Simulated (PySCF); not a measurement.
**F₂H₂O₂Si: electronic structure in real space**

For F₂H₂O₂Si, the scripts below analyse its density (charges, bond critical points, surface potential), see where an electron leaves and enters and measure its response to a uniform field.

The runs use PySCF 2.14.0; levels as typed in each script, gas phase, geometry from GFN2-xTB.

## (1) The system as given

SMILES `O[Si](O)(F)F`, 7 atoms, charge 0, spin multiplicity 1.

Bond lengths: O1–Si2 1.604 Å, O1–H6 0.954 Å, Si2–O3 1.594 Å, Si2–F4 1.595 Å, Si2–F5 1.586 Å, O3–H7 0.953 Å. Angles: Si2–O1–H6 121.6°, O1–Si2–O3 111.6°, O1–Si2–F4 110.0°, O1–Si2–F5 112.5°, O3–Si2–F4 111.7°, O3–Si2–F5 107.5°, F4–Si2–F5 103.3°, Si2–O3–H7 122.1°.

Geometry (Å):

```mol
F2H2O2Si
  3D, bonds by distance, orders not assigned

  7  6  0  0  0  0  0  0  0  0999 V2000
   -0.7415   -1.4119    0.2132 O   0  0
    0.0187   -0.0149    0.0051 Si  0  0
    1.5996   -0.2105   -0.0489 O   0  0
   -0.5309    0.7144   -1.3027 F   0  0
   -0.2953    1.0246    1.1616 F   0  0
   -1.6919   -1.4587    0.2753 H   0  0
    1.9996   -1.0047   -0.3911 H   0  0
  1  2  8  0
  2  3  8  0
  2  4  8  0
  2  5  8  0
  1  6  8  0
  3  7  8  0
M  END
```

## (2) Density, bond paths and surface potential (wB97X/def2-tzvp)

input.py reads:

```python
import numpy as np
from pyscf import gto, scf, dft
from pyscf.scf import atom_ks, atom_hf
from scipy.linalg import block_diag

def solve(mol, dm0=None, hcore=None):
    mf = (dft.UKS if mol.spin else dft.RKS)(mol, xc='wb97x')
    mf.grids.level = 3
    mf = mf.density_fit(auxbasis='def2-universal-jkfit')
    mf.conv_tol, mf.max_cycle = 1e-8, 80
    if hcore is not None:
        mf.get_hcore = lambda *args: hcore
    mf.kernel(dm0)
    if not mf.converged:
        mf = mf.newton().run(mf.mo_coeff, mf.mo_occ, max_cycle=30)
    assert mf.converged, 'SCF not converged'
    return mf

mol = gto.M(atom='''
O     -0.74146    -1.41189     0.21322
Si     0.01875    -0.01488     0.00506
O      1.59962    -0.21049    -0.04890
F     -0.53088     0.71440    -1.30271
F     -0.29529     1.02457     1.16164
H     -1.69191    -1.45866     0.27532
H      1.99958    -1.00469    -0.39109
''', basis='def2-tzvp', charge=0, spin=0, verbose=4)
mf = solve(mol)
mf.analyze()
# spherically averaged free atoms, for the promolecule
atm = atom_ks.get_atm_nrks(mol, xc='wb97x')
pro = block_diag(*[(atm[a[0]][2] * atm[a[0]][3]) @ atm[a[0]][2].T for a in mol._atom])
np.savez('result.npz', e=mf.e_tot, c=mf.mo_coeff, occ=mf.mo_occ, eps=mf.mo_energy, pro=pro, dip=mf.dip_moment(verbose=0), s2=mf.spin_square()[0])
```

On the command line:

```bash
$ OMP_NUM_THREADS=1 python input.py
```

## (4) Removing and adding an electron (wB97X/def2-tzvp)

input.py reads:

```python
import numpy as np
from pyscf import gto, scf, dft
from pyscf.scf import atom_ks, atom_hf
from scipy.linalg import block_diag

def solve(mol, dm0=None, hcore=None):
    mf = (dft.UKS if mol.spin else dft.RKS)(mol, xc='wb97x')
    mf.grids.level = 3
    mf = mf.density_fit(auxbasis='def2-universal-jkfit')
    mf.conv_tol, mf.max_cycle = 1e-8, 80
    if hcore is not None:
        mf.get_hcore = lambda *args: hcore
    mf.kernel(dm0)
    if not mf.converged:
        mf = mf.newton().run(mf.mo_coeff, mf.mo_occ, max_cycle=30)
    assert mf.converged, 'SCF not converged'
    return mf

mol = gto.M(atom='''
O     -0.74146    -1.41189     0.21322
Si     0.01875    -0.01488     0.00506
O      1.59962    -0.21049    -0.04890
F     -0.53088     0.71440    -1.30271
F     -0.29529     1.02457     1.16164
H     -1.69191    -1.45866     0.27532
H      1.99958    -1.00469    -0.39109
''', basis='def2-tzvp', charge=0, spin=0, verbose=4)
mf = solve(mol)
out = dict(e0=mf.e_tot, dm0=mf.make_rdm1(), c=mf.mo_coeff, occ=mf.mo_occ, eps=mf.mo_energy)
for name, dq, spin in [('cation', 1, 1)]:
    ion = mol.copy().set(charge=mol.charge + dq, spin=spin).build()
    mi = solve(ion)
    if spin and dq > 0 and mol.nao < 130:
        c, _, stable, _ = mi.stability(return_status=True)
        if not stable:
            mi = solve(ion, mi.make_rdm1(c, mi.mo_occ))
    print(name, 'vertical energy change / eV', (mi.e_tot - mf.e_tot) * 27.211386)
    out.update({'e_' + name: mi.e_tot, 'dm_' + name: mi.make_rdm1(), 's2_' + name: mi.spin_square()[0], 'eps_' + name: mi.mo_energy, 'occ_' + name: mi.mo_occ})
# spherically averaged free atoms, for the promolecule
atm = atom_ks.get_atm_nrks(mol, xc='wb97x')
pro = block_diag(*[(atm[a[0]][2] * atm[a[0]][3]) @ atm[a[0]][2].T for a in mol._atom])
np.savez('result.npz', pro=pro, **out)
```

## (6) Response to an electric field (wB97X/def2-tzvp)

input.py reads:

```python
import numpy as np
from pyscf import gto, scf, dft
from pyscf.scf import atom_ks, atom_hf
from scipy.linalg import block_diag

def solve(mol, dm0=None, hcore=None):
    mf = (dft.UKS if mol.spin else dft.RKS)(mol, xc='wb97x')
    mf.grids.level = 3
    mf = mf.density_fit(auxbasis='def2-universal-jkfit')
    mf.conv_tol, mf.max_cycle = 1e-8, 80
    if hcore is not None:
        mf.get_hcore = lambda *args: hcore
    mf.kernel(dm0)
    if not mf.converged:
        mf = mf.newton().run(mf.mo_coeff, mf.mo_occ, max_cycle=30)
    assert mf.converged, 'SCF not converged'
    return mf

mol = gto.M(atom='''
O     -0.74146    -1.41189     0.21322
Si     0.01875    -0.01488     0.00506
O      1.59962    -0.21049    -0.04890
F     -0.53088     0.71440    -1.30271
F     -0.29529     1.02457     1.16164
H     -1.69191    -1.45866     0.27532
H      1.99958    -1.00469    -0.39109
''', basis='def2-tzvp', charge=0, spin=0, verbose=4)
field = np.array([0.004, 0.0, 0.0])  # atomic units
mol.set_common_orig(mol.atom_charges() @ mol.atom_coords() / mol.atom_charges().sum())
mf = solve(mol)
out = dict(dm0=mf.make_rdm1(), d0=mf.dip_moment(unit='AU'), e0=mf.e_tot)
for name, sign in (('p', 1), ('m', -1)):
    h = mf.get_hcore() + sign * np.einsum('x,xij->ij', field, mol.intor('int1e_r'))
    mi = solve(mol, mf.make_rdm1(), h)
    out.update({'dm' + name: mi.make_rdm1(), 'd' + name: mi.dip_moment(unit='AU'), 'e' + name: mi.e_tot})
# spherically averaged free atoms, for the promolecule
atm = atom_ks.get_atm_nrks(mol, xc='wb97x')
pro = block_diag(*[(atm[a[0]][2] * atm[a[0]][3]) @ atm[a[0]][2].T for a in mol._atom])
np.savez('result.npz', pro=pro, **out)
```

(Steps that only read results are left out.)

Before running it: what results should come out? Wanted: dipole moment; HOMO, LUMO; vertical ionisation energy; polarisability along the field.

As calculated:

```
                                        quantity            value
                 dipole moment (wB97X/def2-tzvp)           2.55 D
                    HOMO, LUMO (wB97X/def2-tzvp)  -12.73, 2.42 eV
    vertical ionisation energy (wB97X/def2-tzvp)         13.06 eV
polarisability along the field (wB97X/def2-tzvp)       28.9 bohr³
```

In words: At wB97X/def2-tzvp: The highest Hirshfeld charge is on Si2 (+0.62 e), the lowest on O1 (−0.31 e). The ionisation energy from two SCF runs, 13.06 eV, lies 0.3 eV above −ε(HOMO) = 12.73 eV of the same level, wB97X/def2-tzvp. The geometry was not optimised at these levels.
